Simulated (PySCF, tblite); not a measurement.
# C12H16Si12: electronic excitations, NMR shifts

Wanted: electronic excitations, NMR shifts for C12H16Si12.

Computed with tblite 0.8.0 and PySCF 2.14.0 and routines of our own; the level stands in each step. Atoms count from 0.

## Step 1: The system as given

40 atoms, charge 0, multiplicity 1; geometry from: force field, distance geometry or constructed start.

## Step 2: Optimising the geometry with GFN2-xTB

Job settings and geometry (Å):

```
{"job": {"kind": "relax", "xc": "GFN2-xTB", "basis": "xTB"}, "charge": 0, "multiplicity": 1}
Si     2.421200     2.414500    -1.551100
C      0.881200     3.303300    -1.556400
C     -1.703400     2.957000     0.001000
Si    -2.417000     2.420700    -1.555700
C     -3.301700     0.883200    -1.546100
C     -2.962600    -1.709100    -0.002600
Si    -2.416200    -2.414600    -1.552800
C     -0.881000    -3.298000    -1.548000
C      1.711300    -2.961400    -0.000400
Si     2.413500    -2.417100    -1.547900
C      3.298600    -0.885600    -1.551600
Si     3.414600    -0.002000    -0.000000
C      2.955900     1.709300     0.005000
Si     2.418500     2.415700     1.546800
C      0.882200     3.305800     1.549700
Si    -0.001900     3.417700     0.006300
Si    -2.415900     2.418200     1.550400
C     -3.301800     0.881000     1.548500
Si    -3.417700     0.001800     0.002500
Si    -2.413500    -2.415400     1.552200
C     -0.886700    -3.296900     1.551000
Si    -0.000900    -3.415600    -0.000200
Si     2.419700    -2.411700     1.556100
C      3.296500    -0.888700     1.548000
H      3.196600     2.274400    -2.750500
H      0.488500     3.756300    -2.456800
H     -2.271100     3.198400    -2.752100
H     -3.757800     0.495200    -2.458100
H     -3.195500    -2.271400    -2.753400
H     -0.493500    -3.756800    -2.455900
H      2.275400    -3.195500    -2.752500
H      3.755300    -0.493300    -2.459100
H      3.195100     2.271900     2.749500
H      0.496700     3.755900     2.463000
H     -2.270600     3.197900     2.748100
H     -3.756700     0.496800     2.456400
H     -3.196900    -2.271700     2.747300
H     -0.493700    -3.754700     2.456700
H      2.272900    -3.200000     2.751300
H      3.752400    -0.491200     2.460500
```

The run is started by

```
OMP_NUM_THREADS=2 python large_run.py task.json out
```

The driver reads the jobs from task.json and runs them one after another.

The program printed:

```text
step      E/eV     max force
  0   -1468.11590    1.797
  1   -1468.57216    0.787
  2   -1468.86885    0.811
  3   -1469.11806    0.608
  4   -1469.23156    0.425
  5   -1469.27030    0.230
  6   -1469.29952    0.236
  7   -1469.33939    0.360
  8   -1469.40784    0.469
  9   -1469.48410    0.425
 10   -1469.52781    0.291
 11   -1469.54320    0.234
 12   -1469.55224    0.202
 13   -1469.56332    0.159
 14   -1469.57397    0.188
 15   -1469.58177    0.140
 16   -1469.58594    0.098
 17   -1469.58934    0.109
 18   -1469.59442    0.119
 19   -1469.60135    0.151
 20   -1469.60827    0.149
 21   -1469.61292    0.105
 22   -1469.61571    0.077
 23   -1469.61876    0.092
 24   -1469.62382    0.144
 25   -1469.63070    0.167
 26   -1469.63717    0.130
 27   -1469.64103    0.086
 28   -1469.64311    0.055
 29   -1469.64469    0.063
 30   -1469.64666    0.084
 31   -1469.64918    0.097
 32   -1469.65197    0.088
 33   -1469.65412    0.060
 34   -1469.65523    0.038
 35   -1469.65574    0.036
 36   -1469.65614    0.039
 37   -1469.65664    0.035
 38   -1469.65714    0.037
 39   -1469.65746    0.030
 40   -1469.65760    0.018
```

It took 18 s on 2 threads of AMD EPYC, shared host; peak memory 0.17 GiB.

The steps of the relaxation:

| step | energy from step 0 (eV) | largest force (eV/Å) |
| --- | --- | --- |
| 0 | 0.0000 | 1.7977 |
| 1 | -0.4563 | 0.7869 |
| 2 | -0.7530 | 0.8109 |
| 3 | -1.0022 | 0.6076 |
| 4 | -1.1157 | 0.4244 |
| 5 | -1.1544 | 0.2294 |
| 6 | -1.1836 | 0.2356 |
| 7 | -1.2235 | 0.3603 |
| 8 | -1.2919 | 0.4683 |
| 10 | -1.4119 | 0.2910 |
| 13 | -1.4474 | 0.1594 |
| 15 | -1.4659 | 0.1398 |
| 18 | -1.4785 | 0.1189 |
| 20 | -1.4924 | 0.1489 |
| 23 | -1.5029 | 0.0921 |
| 25 | -1.5148 | 0.1668 |
| 28 | -1.5272 | 0.0550 |
| 30 | -1.5308 | 0.0841 |
| 33 | -1.5382 | 0.0604 |
| 36 | -1.5402 | 0.0397 |
| 37 | -1.5407 | 0.0349 |
| 38 | -1.5412 | 0.0368 |
| 39 | -1.5416 | 0.0303 |
| 40 | -1.5417 | 0.0185 |

Close pairs (by a distance rule), those that changed most:

| bond | before (Å) | after (Å) | change (Å) |
| --- | --- | --- | --- |
| C2–Si15 | 1.763 | 1.849 | +0.086 |
| C5–Si18 | 1.770 | 1.849 | +0.079 |
| C8–Si21 | 1.771 | 1.850 | +0.078 |
| Si11–C12 | 1.772 | 1.849 | +0.077 |
| C12–Si13 | 1.779 | 1.841 | +0.062 |
| C8–Si9 | 1.784 | 1.841 | +0.057 |
| C5–Si6 | 1.789 | 1.842 | +0.053 |
| C2–Si16 | 1.788 | 1.841 | +0.053 |

The next job starts from the end point, and lists it.

## Step 3: Harmonic vibrations with GFN2-xTB

Job settings and geometry (Å):

```
{"job": {"kind": "ir", "xc": "GFN2-xTB", "basis": "xTB"}, "charge": 0, "multiplicity": 1}
Si     2.548424     2.596783    -1.533933
C      0.986335     3.467517    -1.540752
C     -1.830958     3.220344     0.000170
Si    -2.596724     2.549953    -1.534095
C     -3.467115     0.987688    -1.541627
C     -3.220354    -1.829398    -0.000432
Si    -2.548910    -2.595867    -1.534410
C     -0.986111    -3.466073    -1.541384
C      1.831270    -3.220187     0.000518
Si     2.597037    -2.549539    -1.533838
C      3.466040    -0.986366    -1.540228
Si     3.505537     0.004563     0.000272
C      3.218457     1.831329     0.000609
Si     2.548343     2.597605     1.534430
C      0.986306     3.467963     1.540448
Si    -0.004176     3.507500    -0.000116
Si    -2.596747     2.549505     1.534120
C     -3.467287     0.987414     1.540765
Si    -3.507271    -0.002290    -0.000496
Si    -2.549653    -2.596024     1.533631
C     -0.986733    -3.465792     1.541166
Si     0.003942    -3.506541     0.000161
Si     2.596899    -2.549144     1.534675
C      3.465622    -0.985913     1.540980
H      3.349418     2.493007    -2.765230
H      0.569943     3.863921    -2.455878
H     -2.492834     3.350641    -2.765228
H     -3.863448     0.570874    -2.456645
H     -3.349053    -2.490865    -2.766573
H     -0.568983    -3.862401    -2.456555
H      2.493867    -3.350888    -2.765022
H      3.861906    -0.569470    -2.455387
H      3.349058     2.493996     2.765025
H      0.569809     3.864334     2.455382
H     -2.493083     3.349341     2.765478
H     -3.863758     0.569824     2.455318
H     -3.350213    -2.491892     2.765243
H     -0.569601    -3.861799     2.456379
H      2.493359    -3.350310     2.765816
H      3.861445    -0.569526     2.456334
```

The program printed:

```text
mode    cm-1     km/mol
  1      15.6      0.00
  2      17.4      0.00
  3      25.9      0.00
  4      47.0      0.00
  5      56.9      0.00
  6      57.1      0.00
  7      64.5      0.15
  8      64.7      0.17
  9      66.6      0.88
 10      97.3      0.00
 11     120.5      0.01
 12     121.1      0.63
 13     128.9      0.00
 14     129.2      0.00
 15     146.8      0.01
 16     162.5     28.12
 17     162.5     28.45
 18     164.5      0.02
 19     183.3      0.01
 20     192.4      0.00
 21     192.4      0.00
 22     205.5      0.03
 23     211.9     16.96
 24     213.3     32.12
 25     213.4     31.58
 26     229.8      0.00
 27     242.5     88.27
 28     245.3      0.03
 29     245.4      0.02
 30     248.0      0.01
 31     262.9      0.19
 32     268.9    189.31
 33     269.0    190.04
 34     287.3      0.06
 35     328.1      0.00
 36     359.0    129.22
 37     359.0    129.11
 38     387.9      0.01
 39     395.1      0.01
 40     398.5      0.00
 41     399.2      0.38
 42     405.0     16.41
 43     415.2      0.76
 44     419.4     27.57
 45     419.9     26.72
 46     424.8      0.88
 47     441.6      3.06
 48     446.3    141.27
 49     446.6    141.14
 50     452.3      0.46
 51     452.5      3.19
 52     453.2      0.34
 53     453.8      0.22
 54     454.9      0.98
 55     519.1      0.01
 56     532.1     27.23
 57     532.2     27.99
 58     538.8      0.02
 59     582.1      0.05
 60     584.1      4.74
 61     584.3      0.13
 62     586.6    100.52
 63     597.1      0.10
 64     626.7    209.18
 65     627.1    208.59
 66     657.1      0.01
 67     749.9      0.00
 68     784.9     44.58
 69     785.0     43.64
 70     813.0      0.00
 71     843.7    135.07
 72     853.6      0.21
 73     853.9      0.00
 74     867.4      0.00
 75     943.3      0.10
 76     956.5      0.14
 77     963.5      0.45
 78     963.7      0.01
 79     969.1    222.27
 80     973.8      0.13
 81     976.4    211.98
 82     976.5    211.57
 83     982.2      0.12
 84     988.3      0.77
 85     988.4      0.22
 86     988.6      0.03
 87    1007.1    980.33
 88    1028.5    937.35
 89    1028.6    938.06
 90    1042.6      0.59
 91    1132.2      0.04
 92    1134.1      5.05
 93    1134.2      0.21
 94    1136.2    388.43
 95    1143.3      0.11
 96    1177.7   1142.88
 97    1178.0   1146.46
 98    1181.5     10.63
 99    2141.4    180.29
100    2143.6    314.12
101    2145.2    341.29
102    2146.0    387.90
103    2147.6   1468.72
104    2148.8    758.33
105    2151.5    435.98
106    2155.3    242.18
107    3026.6     36.43
108    3027.6     42.14
109    3029.0     47.51
110    3029.3     16.66
111    3029.7     49.33
112    3029.8     22.32
113    3030.0     45.42
114    3031.2     43.46
```

Run time: 98 s. Hardware: 2 threads of AMD EPYC, shared host; peak memory 0.17 GiB.

The strongest bands and the atoms that carry them (share of the mass-weighted mode):

| cm⁻¹ | km/mol | atoms |
| --- | --- | --- |
| 1007 | 980.3 | C12 16 %, C2 15 %, C8 14 %, C5 13 % |
| 1028 | 937.4 | C8 19 %, C2 19 % |
| 1029 | 938.1 | C5 19 %, C12 19 % |
| 1178 | 1142.9 | C20 17 %, C7 17 %, C14 14 %, C1 13 % |
| 1178 | 1146.5 | C23 16 %, C10 16 %, C17 15 %, C4 15 % |
| 2148 | 1468.7 | H26 52 %, H34 14 %, H38 13 %, H24 10 % |
| 2149 | 758.3 | H30 28 %, H38 27 %, H34 17 % |
| 2152 | 436.0 | H32 42 %, H34 35 %, H26 16 % |

## Step 4: Electronic excitations: TDDFT PBE/6-31G*

The job, as its differences from that of step 3:

```diff
@@ -1,2 +1,2 @@
-{"job": {"kind": "ir", "xc": "GFN2-xTB", "basis": "xTB"}, "charge": 0, "multiplicity": 1}
+{"job": {"kind": "uv", "basis": "6-31G*", "grid": 1, "kgrid": 0, "vcut": 1.5, "nstates": 8, "ntriplets": 3, "tda": false, "delta": ["ip_vertical"], "pop": true, "xc": "PBE"}, "charge": 0, "multiplicity": 1}
 Si     2.548424     2.596783    -1.533933
```

Level: TDDFT PBE/6-31G*, vertical, gas phase, core orbitals frozen in the response, virtual orbitals cut by energy.

The program printed:

```text
start: PBE on a coarse grid of 40304 points
cycle   1  E = -3937.3616885600  dE =  3.247e+00  |g| = 1.839e+00  |ddm| = 6.889e+00
cycle   2  E = -3933.1748890330  dE =  4.187e+00  |g| = 3.636e+00  |ddm| = 6.756e+00
cycle   3  E = -3938.2837481474  dE = -5.109e+00  |g| = 4.163e-01  |ddm| = 5.798e+00
cycle   4  E = -3938.3195574876  dE = -3.581e-02  |g| = 3.112e-01  |ddm| = 1.016e+00
cycle   5  E = -3938.3509561771  dE = -3.140e-02  |g| = 1.240e-01  |ddm| = 5.030e-01
cycle   6  E = -3938.3548853334  dE = -3.929e-03  |g| = 5.107e-02  |ddm| = 1.784e-01
cycle   7  E = -3938.3557009046  dE = -8.156e-04  |g| = 7.270e-03  |ddm| = 6.430e-02
final grid: 164641 points
cycle   8  E = -3937.9691186547  dE = -4.535e-05  |g| = 2.158e-02  |ddm| = 5.511e-02
cycle   9  E = -3937.9685921997  dE =  5.265e-04  |g| = 4.659e-02  |ddm| = 7.302e-02
cycle  10  E = -3937.9692156113  dE = -6.234e-04  |g| = 1.012e-02  |ddm| = 5.559e-02
cycle  11  E = -3937.9692526632  dE = -3.705e-05  |g| = 1.903e-03  |ddm| = 1.296e-02
cycle  12  E = -3937.9692566369  dE = -3.974e-06  |g| = 6.339e-04  |ddm| = 2.587e-03
cycle  13  E = -3937.9692515345  dE =  5.102e-06  |g| = 3.016e-04  |ddm| = 1.048e-03
cycle  14  E = -3937.9692530470  dE = -1.513e-06  |g| = 1.337e-04  |ddm| = 4.752e-04
cycle  15  E = -3937.9692551190  dE = -2.072e-06  |g| = 2.513e-05  |ddm| = 1.880e-04
converged SCF energy = -3937.9692551190
Vertical ionisation energy (delta-SCF) = 6.1329 eV   <S^2> = 0.760

Static polarisability (au): isotropic 481.983, principal 397.119 524.345 524.485

Singlet excitations
state   eV       nm        f      main configurations
  1   2.0014    619.5   0.00000   H->L 1.00
  2   2.3605    525.2   0.00000   H->L+1 0.97
  3   2.4247    511.3   0.00000   H-1->L 0.95
  4   2.4603    503.9   0.01449   H->L+2 0.79, H-2->L 0.11, H-3->L 0.08
  5   2.4608    503.8   0.01441   H->L+3 0.79, H-3->L 0.11, H-2->L 0.08
  6   2.6586    466.4   0.00000   H->L+4 0.87
  7   2.6720    464.0   0.00000   H-4->L 0.78, H-1->L+3 0.15
  8   2.6723    464.0   0.00000   H-5->L 0.78, H-1->L+2 0.15

Triplet excitations (Tamm-Dancoff, eV): 1.9487 2.2461 2.2606
```

It took 98 s on 2 threads of AMD EPYC, shared host; peak memory 1.4 GiB.

Frontier orbitals and where they lie:

| orbital | eV | atoms |
| --- | --- | --- |
| HOMO−4 | -5.28 | C14 13 %, C20 13 %, C1 13 % |
| HOMO−3 | -5.22 | C8 12 %, C2 12 %, C17 8 % |
| HOMO−2 | -5.22 | C12 12 %, C5 12 %, C1 8 % |
| HOMO−1 | -5.01 | C10 8 %, C20 8 %, C7 8 % |
| HOMO | -4.63 | C8 12 %, C5 12 %, C12 12 % |
| LUMO | -2.65 | Si15 11 %, Si18 11 %, Si11 11 % |
| LUMO+1 | -2.32 | Si0 8 %, Si16 8 %, Si9 8 % |
| LUMO+2 | -2.29 | Si18 14 %, Si11 14 %, Si9 6 % |
| LUMO+3 | -2.29 | Si15 14 %, Si21 14 %, Si13 6 % |

With each of the 8 states as a Gaussian band of 0.4 eV half-width at 1/e, the curve within the window shown has maxima at 504 nm (ε 1,200) L/(mol cm). Beyond the last state computed it falls off for lack of states. The curve at chosen wavelengths:

(nm, ε (L/mol/cm)): (417, 228), (436, 469), (454, 743), (473, 997), (492, 1145), (510, 1164), (529, 1074), (548, 914), (566, 741), (585, 564), (604, 413), (622, 298), (641, 207), (660, 140), (679, 94), (697, 64), (716, 42), (735, 28), (753, 19), (772, 12), (791, 8), (809, 5), (828, 4), (847, 2), (865, 2), (884, 1)

Ground-state properties from the same run:

| property | computed |
| --- | --- |
| dipole moment (D) | 0.01 |
| polarisability (Å³) | 71.42 |
| HOMO–LUMO gap (eV) | 1.98 |
| −ε(HOMO) (eV) | 4.63 |

## Step 5: NMR shifts: GIAO KT2/pcSseg-1

The job, as its differences from that of step 4:

```diff
@@ -1,2 +1,2 @@
-{"job": {"kind": "uv", "basis": "6-31G*", "grid": 1, "kgrid": 0, "vcut": 1.5, "nstates": 8, "ntriplets": 3, "tda": false, "delta": ["ip_vertical"], "pop": true, "xc": "PBE"}, "charge": 0, "multiplicity": 1}
+{"job": {"kind": "nmr", "basis": "pcSseg-1", "pop": false, "xc": "KT2"}, "charge": 0, "multiplicity": 1}
 Si     2.548424     2.596783    -1.533933
```

Level: GIAO KT2/pcSseg-1 NMR shielding, non-relativistic, gas phase.

The program printed:

```text
start: PBE on a coarse grid of 40304 points
cycle   1  E = -3936.9063258721  dE =  3.108e+00  |g| = 1.886e+00  |ddm| = 7.179e+00
cycle   2  E = -3932.7365532973  dE =  4.170e+00  |g| = 3.719e+00  |ddm| = 6.438e+00
cycle   3  E = -3937.8210528201  dE = -5.084e+00  |g| = 4.345e-01  |ddm| = 5.652e+00
cycle   4  E = -3937.8580130378  dE = -3.696e-02  |g| = 3.309e-01  |ddm| = 1.034e+00
cycle   5  E = -3937.8909345569  dE = -3.292e-02  |g| = 1.265e-01  |ddm| = 5.017e-01
cycle   6  E = -3937.8947979273  dE = -3.863e-03  |g| = 5.546e-02  |ddm| = 1.812e-01
cycle   7  E = -3937.8957214055  dE = -9.235e-04  |g| = 7.063e-03  |ddm| = 6.848e-02
final grid: 329375 points
cycle   8  E = -3979.6182673695  dE = -7.374e-02  |g| = 4.708e-01  |ddm| = 7.716e-01
cycle   9  E = -3979.5987177331  dE =  1.955e-02  |g| = 4.033e-01  |ddm| = 5.672e-01
cycle  10  E = -3979.6101317376  dE = -1.141e-02  |g| = 2.691e-01  |ddm| = 6.304e-01
cycle  11  E = -3979.6331661848  dE = -2.303e-02  |g| = 5.842e-02  |ddm| = 3.202e-01
cycle  12  E = -3979.6342183066  dE = -1.052e-03  |g| = 9.058e-03  |ddm| = 6.831e-02
cycle  13  E = -3979.6342409272  dE = -2.262e-05  |g| = 3.150e-03  |ddm| = 1.721e-02
cycle  14  E = -3979.6342477841  dE = -6.857e-06  |g| = 9.237e-04  |ddm| = 6.049e-03
cycle  15  E = -3979.6342471088  dE =  6.754e-07  |g| = 6.008e-04  |ddm| = 1.848e-03
cycle  16  E = -3979.6342474117  dE = -3.030e-07  |g| = 1.881e-04  |ddm| = 8.804e-04
cycle  17  E = -3979.6342489596  dE = -1.548e-06  |g| = 5.305e-05  |ddm| = 2.764e-04
converged SCF energy = -3979.6342489596

GIAO shielding tensors (ppm)
atom      isotropic    diamagn.    paramagn.     s11        s22        s33       span
  0 Si     251.405     894.546    -643.142     89.163    298.262    366.790    277.627
  1 C       86.512     276.038    -189.526     -6.291    104.663    161.163    167.454
  2 C      104.624     289.863    -185.240     56.316     85.028    172.527    116.211
  3 Si     251.394     894.543    -643.149     89.228    298.145    366.808    277.579
  4 C       86.494     276.048    -189.554     -6.353    104.695    161.140    167.493
  5 C      104.486     289.852    -185.366     56.133     84.907    172.418    116.285
  6 Si     251.336     894.538    -643.202     89.183    298.094    366.731    277.548
  7 C       86.421     276.045    -189.624     -6.419    104.662    161.021    167.440
  8 C      104.493     289.860    -185.367     56.186     84.846    172.446    116.260
  9 Si     251.338     894.545    -643.206     89.110    298.149    366.756    277.646
 10 C       86.512     276.032    -189.521     -6.263    104.673    161.124    167.387
 11 Si     245.140     896.152    -651.012    184.179    208.244    342.998    158.819
 12 C      104.595     289.853    -185.258     56.275     84.980    172.529    116.255
 13 Si     251.432     894.551    -643.118     89.262    298.189    366.845    277.583
 14 C       86.562     276.036    -189.475     -6.249    104.734    161.200    167.448
 15 Si     245.059     896.151    -651.091    184.003    208.208    342.966    158.963
 16 Si     251.459     894.547    -643.088     89.382    298.147    366.848    277.466
 17 C       86.507     276.057    -189.550     -6.341    104.718    161.145    167.486
 18 Si     244.975     896.155    -651.180    183.781    208.273    342.872    159.091
 19 Si     251.335     894.540    -643.205     89.214    298.069    366.723    277.510
 20 C       86.427     276.047    -189.619     -6.411    104.672    161.021    167.432
 21 Si     245.042     896.149    -651.107    183.979    208.197    342.948    158.969
 22 Si     251.341     894.546    -643.206     89.066    298.196    366.761    277.695
 23 C       86.496     276.021    -189.526     -6.333    104.703    161.117    167.450
 24 H       24.301      33.663      -9.362     21.122     23.186     28.594      7.472
 25 H       25.621      37.255     -11.634     23.519     26.053     27.291      3.773
 26 H       24.304      33.667      -9.362     21.125     23.190     28.598      7.474
 27 H       25.616      37.259     -11.642     23.515     26.050     27.284      3.769
 28 H       24.297      33.663      -9.366     21.119     23.184     28.588      7.469
 29 H       25.612      37.254     -11.642     23.513     26.045     27.278      3.765
 30 H       24.299      33.661      -9.363     21.123     23.182     28.592      7.469
 31 H       25.622      37.261     -11.639     23.522     26.051     27.292      3.770
 32 H       24.309      33.675      -9.366     21.129     23.193     28.605      7.476
 33 H       25.625      37.257     -11.632     23.523     26.056     27.296      3.773
 34 H       24.308      33.674      -9.366     21.128     23.193     28.604      7.476
 35 H       25.618      37.265     -11.647     23.517     26.053     27.285      3.769
 36 H       24.300      33.666      -9.365     21.121     23.186     28.594      7.473
 37 H       25.613      37.259     -11.646     23.516     26.044     27.280      3.764
 38 H       24.301      33.665      -9.364     21.124     23.184     28.594      7.470
 39 H       25.622      37.259     -11.637     23.522     26.049     27.294      3.772
```

Run time: 96 s. Hardware: 2 threads of AMD EPYC, shared host; peak memory 1.2 GiB.

Shifts follow as δ = σ(reference) − σ, with reference shieldings (ppm) from runs at the same level and on the same kind of geometry: ¹H TMS 31.62, ¹³C TMS 185.6, ²⁹Si TMS 357.4. The references are single molecules in the gas phase. Atoms listed in one row are averaged.

| atoms | environment | σ (ppm) | δ (ppm) |
| --- | --- | --- | --- |
| C1, C4, C7, C10, C14 and 3 more | carbon bonded to 2 Si, H | 86.5 | 99.1 |
| C2, C5, C8, C12 | carbon bonded to 3 Si | 104.5 | 81.0 |
| H24, H26, H28, H30, H32 and 3 more | hydrogen on a silicon bonded to 2 C | 24.30 | 7.32 |
| H25, H27, H29, H31, H33 and 3 more | hydrogen on a carbon bonded to 2 Si | 25.62 | 6.00 |
| Si11, Si15, Si18, Si21 | silicon bonded to 3 C | 245.1 | 112.4 |
| Si0, Si3, Si6, Si9, Si13 and 3 more | silicon bonded to 2 C, H | 251.4 | 106.0 |

Ring of atoms Si0, C1, C12, Si13, C14, Si15: NICS(0) -4.2, NICS(1) -3.6, NICS(1)zz -3.8 ppm (means of both faces).

## Step 6: Outcome

```
                                                               quantity                        value
                              strongest single infrared mode (GFN2-xTB)       2148 cm⁻¹, 1469 km/mol
                                           zero-point energy (GFN2-xTB)               133.8 kcal/mol
                                            lowest singlet (PBE/6-31G*)  2.00 eV (619 nm), f = 0.000
                               brightest single state of those computed  state 4, 2.46 eV, f = 0.014
                                                         lowest triplet                      1.95 eV
 ¹³C shifts against TMS (KT2/pcSseg-1, means over atoms taken as alike)               99.1, 81.0 ppm
  ¹H shifts against TMS (KT2/pcSseg-1, means over atoms taken as alike)               7.32, 6.00 ppm
²⁹Si shifts against TMS (KT2/pcSseg-1, means over atoms taken as alike)             112.4, 106.0 ppm
```

What this shows: All 114 modes are real, so the xTB geometry is a minimum. Unscaled tight-binding wavenumbers are off by several per cent, some by more. Its intensities can rank the bands wrongly. The lowest singlet, at 2.00 eV, is HOMO→LUMO 1.00 and is dark; of the 8 states computed, the strongest absorption comes from states 4 to 5 together at 2.46 eV. State 4 absorbs in the visible (504 nm). The lowest triplet lies 0.05 eV below the lowest singlet (triplets in Tamm-Dancoff, singlets in full TDDFT). At KT2/pcSseg-1: Shielding is most anisotropic at Si0, Si3, Si6, Si9, Si13 and 3 more (span 278 ppm, paramagnetic term -643 ppm).
